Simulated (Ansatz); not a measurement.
# Phosphorus, dhcp under r²SCAN: from relaxation to bulk modulus

Aim: take phosphorus in the dhcp structure, relax it, solve it on a dense k-mesh, then scale the cell to 7 volumes from 88 to 112 % of the relaxed one and try a fit of the equation of state. Spin polarisation is left out. The k-meshes are 13×13×4 for the relaxation; 18×18×4 for the dense run; 16×16×4 for the volumes.

Computed with Ansatz 0.2.0 (DFT r2SCAN, plane waves (500 eV) with PAW, scalar-relativistic; PAW files made under PBE, frozen cores solved again for the functional, unless a step says otherwise).

## Step 1: The starting structure

The structure is hexagonal, space group P6_3/mmc (No. 194). Conventional cell: a = 2.782 Å, b = 2.782 Å, c = 9.086 Å, α = 90.00°, β = 90.00°, γ = 120.00°. P (site symmetry -3m) has 12 P at 2.78 Å as nearest neighbours. P (site symmetry -6m2) has 12 P at 2.78 Å as nearest neighbours.

As a file:

```xyz
4
Lattice="2.7819 0.0000 0.0000 -1.3909 2.4092 0.0000 0.0000 0.0000 9.0855" Properties=species:S:1:pos:R:3 pbc="T T T"
P     0.0000    0.0000    0.0000
P     0.0000    0.0000    4.5428
P     0.0000    1.6061    2.2714
P     1.3909    0.8031    6.8142
```

## Step 2: Relaxing cell and atoms

The input, input.yaml:

```yaml
crystal:
  lattice:
    - [2.78185738, 0.0, 0.0]
    - [-1.39092869, 2.4091591608, 0.0]
    - [0.0, 0.0, 9.0855462031]
  atoms:
    - { symbol: P, position: [0.0, 0.0, 0.0] }
    - { symbol: P, position: [0.0, 0.0, 0.5] }
    - { symbol: P, position: [0.3333333333, 0.6666666667, 0.25] }
    - { symbol: P, position: [0.6666666667, 0.3333333333, 0.75] }
hamiltonian:
  xc: r2scan
  pseudopotentials:
    kind: paw
    azcp:
      P: "pseudopotentials/P.paw.azcp"
basis:
  ecutwfc: 500
  fft_grid_basis: typed
kpoints:
  mp_grid: { grid: [13, 13, 4], shift: [0, 0, 0] }
magnetization:
  spin_polarized: false
scf:
  occupations: { method: fermi_dirac, width: 0.1 }
relax:
  max_steps: 60
  f_tol: 0.01
  cell: {}
```

The run is started by

```
$ ansatz run input.yaml --threads 1 --pin off --max-ram 3584MiB --backend cpu --events-out ev --progress --plain --runs-dir out
```

After this run come: Single point on a dense mesh; Equation of state: 88 %; Equation of state: 92 %; Equation of state: 96 %; Equation of state: 100 %; Equation of state: 104 %; Equation of state: 108 %; Equation of state: 112 %.

What does the calculation give? Wanted: space group; conventional cell; volume; shortest distance; gap on the mesh; relative to black phosphorus; V₀, B₀, B₀′.

The runs gave:

```
                      quantity                                    value
space group (spins left aside)                       P6_3/mmc (No. 194)
             conventional cell  a = 2.610 Å, c = 10.106 Å (c/a = 3.872)
                        volume                           14.909 Å³/atom
             shortest distance                                  2.610 Å
               gap on the mesh             none (levels filled in part)
  relative to black phosphorus                           +1039 meV/atom
                   V₀, B₀, B₀′              14.853 Å³/atom, 89 GPa, 3.4
```

From the guessed start the volume shrank by 2.1 % in 9 steps. Against the reference form of phosphorus (black phosphorus, computed apart with the same settings) it stands 1039 meV/atom higher, so it is far from stable. No gap shows: it is a metal or semimetal at this level. The fitted modulus is 89 GPa; letting shape and positions relax at each volume could only lower it. The symmetry was held, so the structure may be unstable against distortions that break it.
